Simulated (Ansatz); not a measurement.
# BiTe5: the cost of one run

Method: DFT PBE, scalar-relativistic, plane waves, PAW, in Ansatz 0.2.0.

## 1. The system as given

The structure is cubic, space group F-43m (No. 216). Conventional cell: a = 9.353 Å, b = 9.353 Å, c = 9.353 Å, α = 90.00°, β = 90.00°, γ = 90.00°. Around Bi (site symmetry -43m) lie 16 Te at 3.88 to 4.05 Å. Around Te (site symmetry -43m) lie 12 Te at 3.88 Å and 4 Bi at 4.05 Å. Around Te (site symmetry 3m) lie 9 Te at 3.31 to 3.88 Å and 3 Bi at 3.88 Å.

Structure file:

```
CELL_PARAMETERS angstrom
0.00000 4.67664 4.67664
4.67664 0.00000 4.67664
4.67664 4.67664 0.00000
ATOMIC_POSITIONS crystal
Bi 0.00000 0.00000 0.00000
Te 0.25000 0.25000 0.25000
Te 0.12500 0.62500 0.62500
Te 0.62500 0.62500 0.62500
Te 0.62500 0.12500 0.62500
Te 0.62500 0.62500 0.12500
```

The cell is invented: species swapped into a database cell of ZrCu5 (F-43m, No. 216), with Bi on the Zr sites and Te on the Cu sites. The dimensions are guesses.

## 2. A first look at the guess

Input file input.yaml:

```yaml
crystal:
  lattice:
    - [0.0, 4.67663921, 4.67663921]
    - [4.67663921, 0.0, 4.67663921]
    - [4.67663921, 4.67663921, 0.0]
  atoms:
    - { symbol: Bi, position: [0.0, 0.0, 0.0] }
    - { symbol: Te, position: [0.25, 0.25, 0.25] }
    - { symbol: Te, position: [0.125, 0.625, 0.625] }
    - { symbol: Te, position: [0.625, 0.625, 0.625] }
    - { symbol: Te, position: [0.625, 0.125, 0.625] }
    - { symbol: Te, position: [0.625, 0.625, 0.125] }
basis:
  ecutwfc: 420
kpoints:
  mp_grid: { grid: [4, 4, 4] }
hamiltonian:
  xc: pbe
scf:
  occupations: { method: gaussian, width: 0.1 }
  lower_state_search: "off"
output:
  forces: true
  stress: true
  eigenvalues: true
```

Run with:

```console
> ansatz run input.yaml --threads 1 --pin off --max-ram 2560MiB --backend cpu --events-out ev --progress --plain --runs-dir out
```

What time and memory should one allow on 1 thread of Intel Xeon 6975P-C (Granite Rapids), shared host?

About 4 s, with a peak of 0.48 GiB.
